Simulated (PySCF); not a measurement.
# MnF5 (-2): ligand-field states, spin distribution, part 2 of 2

PySCF 2.14.0. Atoms count from 0. The steps go on from the part before.

### 8 Ligand-field states: state-averaged CASSCF (basis x2c-TZVPall) in water

What the job is given:

```
{"job": {"kind": "lf", "basis": "x2c-TZVPall", "nevpt": true, "solvent": "water"}, "charge": -2, "metal": "Mn", "open_shell": "d4"}
Mn     0.000000     0.000000     0.000000
F      0.001471     0.002548     1.821009
F      0.001471     0.002548    -1.821009
F      1.913172    -0.031615     0.000000
F     -0.983982     1.641038     0.000000
F     -0.960454    -1.663574    -0.000000
```

With the program's defaults for keys left out, this is: state-averaged CASSCF of the metal d shell, SC-NEVPT2 on the averaged canonical orbitals, state-interaction spin-orbit coupling.

Output:

```text
basis functions 203, electrons 72, active (4e, 5o)
stage 1: DIIS on the effective Fock matrix, level shift 0.30
cycle   1  E = -1649.9269034159  dE = -1.650e+03  max|g| = 3.064e+00
cycle   2  E = -1652.3835936535  dE = -2.457e+00  max|g| = 2.786e+00
cycle   3  E = -1654.6872864834  dE = -2.304e+00  max|g| = 1.385e+00
cycle   4  E = -1655.3663638421  dE = -6.791e-01  max|g| = 2.432e-01
cycle   5  E = -1655.4263333607  dE = -5.997e-02  max|g| = 1.305e-01
cycle   6  E = -1655.4371556046  dE = -1.082e-02  max|g| = 8.024e-02
cycle   7  E = -1655.4502699138  dE = -1.311e-02  max|g| = 1.594e-02
cycle   8  E = -1655.4500191780  dE =  2.507e-04  max|g| = 2.786e-02
cycle   9  E = -1655.4499376811  dE =  8.150e-05  max|g| = 3.021e-02
cycle  10  E = -1655.4496447762  dE =  2.929e-04  max|g| = 3.846e-02
cycle  11  E = -1655.4491619902  dE =  4.828e-04  max|g| = 4.023e-02
cycle  12  E = -1655.4486164275  dE =  5.456e-04  max|g| = 4.821e-02
cycle  13  E = -1655.4483172421  dE =  2.992e-04  max|g| = 5.447e-02
cycle  14  E = -1655.4483248317  dE = -7.590e-06  max|g| = 5.405e-02
cycle  15  E = -1655.4486220573  dE = -2.972e-04  max|g| = 5.077e-02
cycle  16  E = -1655.4487565199  dE = -1.345e-04  max|g| = 4.864e-02
cycle  17  E = -1655.4487642635  dE = -7.744e-06  max|g| = 4.665e-02
cycle  18  E = -1655.4485025571  dE =  2.617e-04  max|g| = 4.625e-02
cycle  19  E = -1655.4478390441  dE =  6.635e-04  max|g| = 4.911e-02
cycle  20  E = -1655.4462387696  dE =  1.600e-03  max|g| = 7.412e-02
cycle  21  E = -1655.4426870453  dE =  3.552e-03  max|g| = 1.057e-01
stage 2: quasi-Newton rotations from the point of smallest gradient
cycle  23  E = -1655.4511367452  dE = -8.668e-04  max|g| = 1.297e-02
cycle  24  E = -1655.4512955498  dE = -1.588e-04  max|g| = 4.559e-03
cycle  25  E = -1655.4513147500  dE = -1.920e-05  max|g| = 4.741e-04
cycle  26  E = -1655.4513154482  dE = -6.982e-07  max|g| = 2.428e-04
cycle  27  E = -1655.4513155654  dE = -1.172e-07  max|g| = 7.587e-05
cycle  28  E = -1655.4513155758  dE = -1.035e-08  max|g| = 1.445e-05
cycle  29  E = -1655.4513155764  dE = -5.605e-10  max|g| = 6.248e-06
converged average energy = -1655.4513155764

 mult deg   label        CASSCF/cm-1   NEVPT2/cm-1
   5   1   5A1                 0.0           0.0
   5   1   5A1             13536.1       15710.8
   5   1   5B2             13804.7       16031.2
   5   1   5A2             15691.1       18614.6
   5   1   5B1             15852.5       18779.2
   3   1   3B1             21019.7       19428.5
   3   1   3A2             21196.1       19594.9
   3   1   3B1             23679.1       20979.4
   3   1   3A2             23769.3       21064.9
   3   1   3B2             22904.1       21753.5
   3   1   3A1             22904.8       21763.7
   3   1   3B2             26479.8       24194.8
   3   1   3B2             26393.5       24623.6
   3   1   3A1             26415.1       24843.5
   3   1   3A1             29114.8       26282.4
   1   1   1A2             32960.5       29208.1
   1   1   1B1             32978.3       29248.3
   1   1   1A1             31799.4       29557.2
   1   1   1A1             32015.2       30315.1
   1   1   1B2             31950.6       30656.7
   3   1   3B2             31904.5       31686.4
   1   1   1B1             34052.7       31859.2
   1   1   1A2             34322.6       32118.0
   1   1   1B2             37620.8       34488.4
   3   1   3B1             35608.8       34865.2
   3   1   3A2             35464.5       34886.9
   1   1   1A1             37926.5       34900.4
   1   1   1A1             39654.6       35141.7
   3   1   3A1             36308.5       36951.4
   3   1   3A2             37684.7       37235.9
   3   1   3B2             36552.0       37254.9
   3   1   3B1             37877.3       37359.0
   3   1   3A2             36706.4       38652.9
   3   1   3B1             36686.2       38655.4
   1   1   1A1             40434.4       38690.8
   3   1   3A1             38747.4       38764.4
   3   1   3B2             38751.7       38769.2
   1   1   1A1             40829.5       39105.2
   1   1   1B2             40594.9       39129.3
   1   1   1B2             40942.2       39137.6
   3   1   3A2             38886.4       39818.5
   3   1   3B1             38887.6       39956.1
   3   1   3A1             41156.9       40902.9
   3   1   3B2             41378.7       41188.4
   3   1   3B1             41456.3       41396.7
   3   1   3A2             41710.3       41709.8
   3   1   3A1             45869.1       43535.7
   3   1   3A1             46887.7       44755.2
   3   1   3B2             46944.3       44782.5
   3   1   3A2             47980.2       45187.1
   3   1   3B1             47972.7       45290.0
   3   1   3B1             46346.8       46158.9
   3   1   3A2             46618.0       46454.9
   1   1   1A1             50667.3       47472.1
   1   1   1A2             53062.6       48043.2
   1   1   1B1             53136.6       48109.6
   1   1   1B1             47094.3       48485.4
   1   1   1A2             47096.0       48487.8
   1   1   1A2             49398.9       48601.9
   1   1   1A1             50515.6       48721.4

spin-orbit levels / cm-1
      0.00  x1  5A1 1.00
      2.75  x1  5A1 1.00
      3.25  x1  5A1 1.00
     11.93  x2  5A1 1.00
  15472.86  x1  5A1 0.71 5B2 0.28
  15473.40  x1  5A1 0.71 5B2 0.28
  15624.27  x1  5A1 0.84 5B2 0.15
  15625.53  x1  5A1 0.84 5B2 0.15
  15700.11  x1  5A1 0.99
  16018.30  x1  5B2 0.99
  16084.42  x1  5B2 0.84 5A1 0.15
  16085.96  x1  5B2 0.84 5A1 0.15
  16212.35  x1  5B2 0.71 5A1 0.28
  16212.39  x1  5B2 0.71 5A1 0.28
  18510.57  x1  5A2 0.72 5B1 0.28
  18510.60  x1  5A2 0.72 5B1 0.28
  18592.57  x1  5A2 0.84 5B1 0.15
  18595.68  x1  5A2 0.84 5B1 0.15
  18634.37  x1  5A2 0.99
  18798.82  x1  5B1 0.99
  18828.73  x1  5B1 0.84 5A2 0.15
  18831.02  x1  5B1 0.84 5A2 0.15
  18886.14  x1  5B1 0.71 5A2 0.28
  18886.16  x1  5B1 0.71 5A2 0.28
  19395.15  x1  3B1 0.78 3A2 0.22
  19395.31  x1  3B1 0.78 3A2 0.21
  19435.19  x1  3B1 0.99
  19600.49  x1  3A2 0.99
  19685.92  x1  3A2 0.78 3B1 0.21
  19686.13  x1  3A2 0.78 3B1 0.21
```

Run time: 18 s. Hardware: 1 thread of Arm Neoverse V1, shared host; peak memory 0.62 GiB.

From this job:

| quantity | value |
| --- | --- |
| spin-orbit constant ζ | 336 cm⁻¹ |

Powder susceptibility:

```
T (K)  χT (cm³ K/mol)  μ(eff)
    2           2.108    4.11
   20           2.926    4.84
  100           2.962    4.87
  300           2.972    4.88
```

### 9 Ligand-field states: state-averaged CASSCF (avg hs) in water

What the job is given:

```
{"job": {"kind": "lf", "basis": {"metal": "x2c-TZVPall", "ligand": "x2c-SVPall"}, "nevpt": true, "solvent": "water", "avg": "hs"}, "charge": -2, "metal": "Mn", "open_shell": "d4"}
Mn     0.000000     0.000000     0.000000
F      0.001471     0.002548     1.821009
F      0.001471     0.002548    -1.821009
F      1.913172    -0.031615     0.000000
F     -0.983982     1.641038     0.000000
F     -0.960454    -1.663574    -0.000000
```

Level: state-averaged CASSCF of the metal d shell, SC-NEVPT2 on the averaged canonical orbitals, state-interaction spin-orbit coupling.

Output:

```text
basis functions 118, electrons 72, active (4e, 5o)
stage 1: DIIS on the effective Fock matrix, level shift 0.30
cycle   1  E = -1649.7546678487  dE = -1.650e+03  max|g| = 2.585e+00
cycle   2  E = -1653.0695585800  dE = -3.315e+00  max|g| = 1.818e+00
cycle   3  E = -1654.7619951973  dE = -1.692e+00  max|g| = 8.005e-01
cycle   4  E = -1654.9393881865  dE = -1.774e-01  max|g| = 1.203e-01
cycle   5  E = -1654.9620376184  dE = -2.265e-02  max|g| = 9.888e-02
cycle   6  E = -1654.9626430608  dE = -6.054e-04  max|g| = 8.005e-02
cycle   7  E = -1654.9661190841  dE = -3.476e-03  max|g| = 5.525e-02
cycle   8  E = -1654.9707560422  dE = -4.637e-03  max|g| = 3.628e-02
cycle   9  E = -1654.9661059336  dE =  4.650e-03  max|g| = 5.403e-02
cycle  10  E = -1654.9462300276  dE =  1.988e-02  max|g| = 1.359e-01
cycle  11  E = -1654.8575764180  dE =  8.865e-02  max|g| = 3.479e-01
cycle  12  E = -1654.4583273442  dE =  3.992e-01  max|g| = 8.813e-01
cycle  13  E = -1653.1733476782  dE =  1.285e+00  max|g| = 1.403e+00
cycle  14  E = -1651.4198514610  dE =  1.753e+00  max|g| = 1.882e+00
cycle  15  E = -1649.7862128810  dE =  1.634e+00  max|g| = 2.484e+00
stage 2: quasi-Newton rotations from the point of smallest gradient
cycle  17  E = -1654.9719406033  dE = -1.185e-03  max|g| = 8.145e-03
cycle  18  E = -1654.9720811368  dE = -1.405e-04  max|g| = 4.730e-03
cycle  19  E = -1654.9721023892  dE = -2.125e-05  max|g| = 1.033e-03
cycle  20  E = -1654.9721034832  dE = -1.094e-06  max|g| = 2.255e-04
cycle  21  E = -1654.9721035812  dE = -9.801e-08  max|g| = 9.406e-05
cycle  22  E = -1654.9721035894  dE = -8.192e-09  max|g| = 2.045e-05
cycle  23  E = -1654.9721035900  dE = -6.344e-10  max|g| = 6.064e-06
converged average energy = -1654.9721035900

 mult deg   label        CASSCF/cm-1   NEVPT2/cm-1
   5   1   5A1                 0.0           0.0
   5   1   5A1             13335.1       15417.6
   5   1   5B2             13606.4       15737.7
   5   1   5A2             15669.1       18426.8
   5   1   5B1             15824.2       18587.6
   3   1   3B1             21557.5       19621.0
   3   1   3A2             21712.6       19786.7
   3   1   3B1             24223.7       21123.8
   3   1   3A2             24313.5       21210.0
   3   1   3B2             23629.3       22117.8
   3   1   3A1             23632.9       22129.3
   3   1   3B2             27273.5       24380.1
   3   1   3B2             27125.2       25060.8
   3   1   3A1             27140.0       25159.5
   3   1   3A1             30011.8       26668.7
   1   1   1A2             33817.6       29470.5
   1   1   1B1             33837.2       29497.3
   1   1   1A1             32638.7       29583.5
   1   1   1A1             32984.7       31082.3
   1   1   1B2             32961.4       31145.1
   3   1   3B2             32532.0       31875.0
   1   1   1B1             34955.2       32245.1
   1   1   1A2             35231.8       32502.7
   1   1   1B2             38695.8       34892.7
   1   1   1A1             39006.5       35313.5
   3   1   3B1             36462.9       35322.2
   3   1   3A2             36301.7       35323.4
   1   1   1A1             40848.9       35624.6
   3   1   3A1             36956.7       37034.3
   3   1   3B2             37203.6       37338.2
   3   1   3A2             38570.2       37611.8
   3   1   3B1             38742.9       37744.5
   3   1   3A1             39386.9       38802.7
   3   1   3B2             39391.5       38807.3
   3   1   3A2             37396.5       38850.1
   3   1   3B1             37377.8       38851.5
   1   1   1A1             41481.6       39133.3
   1   1   1A1             41859.5       39514.1
   1   1   1B2             41596.4       39515.3
   1   1   1B2             42015.3       39658.7
   3   1   3A2             39692.5       39972.3
   3   1   3B1             39678.2       40110.9
   3   1   3A1             41967.5       41117.3
   3   1   3B2             42193.1       41405.8
   3   1   3B1             42311.2       41646.0
   3   1   3A2             42574.0       41973.8
   3   1   3A1             46759.3       43624.5
   3   1   3A1             47868.4       44982.5
   3   1   3B2             47925.1       45010.0
   3   1   3A2             49014.2       45459.6
   3   1   3B1             49004.1       45557.4
   3   1   3B1             47343.8       46537.2
   3   1   3A2             47576.1       46839.3
   1   1   1A1             51706.7       47834.3
   1   1   1A2             54825.4       48873.1
   1   1   1B1             48190.9       48877.8
   1   1   1A2             48191.7       48879.0
   1   1   1B1             54896.6       48932.5
   1   1   1A2             50521.4       48942.5
   1   1   1A1             51825.6       49080.9

spin-orbit levels / cm-1
      0.00  x1  5A1 1.00
      2.96  x1  5A1 1.00
      3.49  x1  5A1 1.00
     12.81  x2  5A1 1.00
  15170.61  x1  5A1 0.70 5B2 0.29
  15171.12  x1  5A1 0.70 5B2 0.29
  15327.89  x1  5A1 0.83 5B2 0.16
  15329.28  x1  5A1 0.83 5B2 0.16
  15408.10  x1  5A1 0.99
  15726.04  x1  5B2 0.99
  15797.06  x1  5B2 0.83 5A1 0.16
  15798.46  x1  5B2 0.83 5A1 0.16
  15932.43  x1  5B2 0.70 5A1 0.29
  15932.47  x1  5B2 0.70 5A1 0.29
  18319.13  x1  5A2 0.71 5B1 0.29
  18319.15  x1  5A2 0.71 5B1 0.29
  18404.12  x1  5A2 0.83 5B1 0.16
  18407.10  x1  5A2 0.84 5B1 0.16
  18448.13  x1  5A2 0.99
  18608.85  x1  5B1 0.99
  18641.34  x1  5B1 0.83 5A2 0.16
  18643.18  x1  5B1 0.83 5A2 0.16
  18701.72  x1  5B1 0.71 5A2 0.29
  18701.73  x1  5B1 0.71 5A2 0.29
  19582.54  x1  3B1 0.77 3A2 0.23
  19582.87  x1  3B1 0.77 3A2 0.22
  19626.38  x1  3B1 0.99
  19791.00  x1  3A2 0.99
  19882.12  x1  3A2 0.77 3B1 0.22
  19882.41  x1  3A2 0.77 3B1 0.22
```

It took 7.3 s on 1 thread of Arm Neoverse V1, shared host; peak memory 0.62 GiB.

In short:

```csv
quantity,value
spin-orbit constant ζ,347 cm⁻¹
```

Powder susceptibility:

| T (K) | χT (cm³ K/mol) | μ(eff) |
| --- | --- | --- |
| 2 | 2.037 | 4.04 |
| 20 | 2.918 | 4.83 |
| 100 | 2.958 | 4.86 |
| 300 | 2.969 | 4.87 |

### 10 The runs side by side

From the NEVPT2 states (cm⁻¹; the spread is that of the fitted one-electron ligand-field levels):

```
step            setting  ground state    next state  orbital spread  Racah B    ζ  μ(eff), 300 K
   3           as given           5A1  5A1 at 15855           17280      984  336           4.88
   8  basis x2c-TZVPall           5A1  5A1 at 15711           16929      976  336           4.88
   9             avg hs           5A1  5A1 at 15418           16789      991  347           4.87
```

### 11 What came out

The summary covers parts 1 to 2.

```
                                                                 quantity                 value
                                     rotational constants (main isotopes)  2.42, 2.21, 2.17 GHz
           spin-orbit constant ζ (step 3, state-averaged CASSCF in water)              336 cm⁻¹
ground multiplicity, μ(eff) at 300 K (step 3, 5 donors at 1.82 to 1.92 Å)            5, 4.88 μB
ground multiplicity, μ(eff) at 300 K (step 8, 5 donors at 1.82 to 1.92 Å)            5, 4.88 μB
ground multiplicity, μ(eff) at 300 K (step 9, 5 donors at 1.82 to 1.92 Å)            5, 4.87 μB
```

**Reading.** The optimisation took 4 steps and gained 0.078 eV; among the close pairs (by a distance rule), Mn0–F2 changed most, from 1.888 to 1.821 Å. The next job takes another geometry, as its input shows. No frequency check was run at this level, so the end point may be a saddle. In step 3, χT goes from 2.12 at 2 K to 2.97 cm³ K/mol at 300 K, as higher levels fill or mix in.
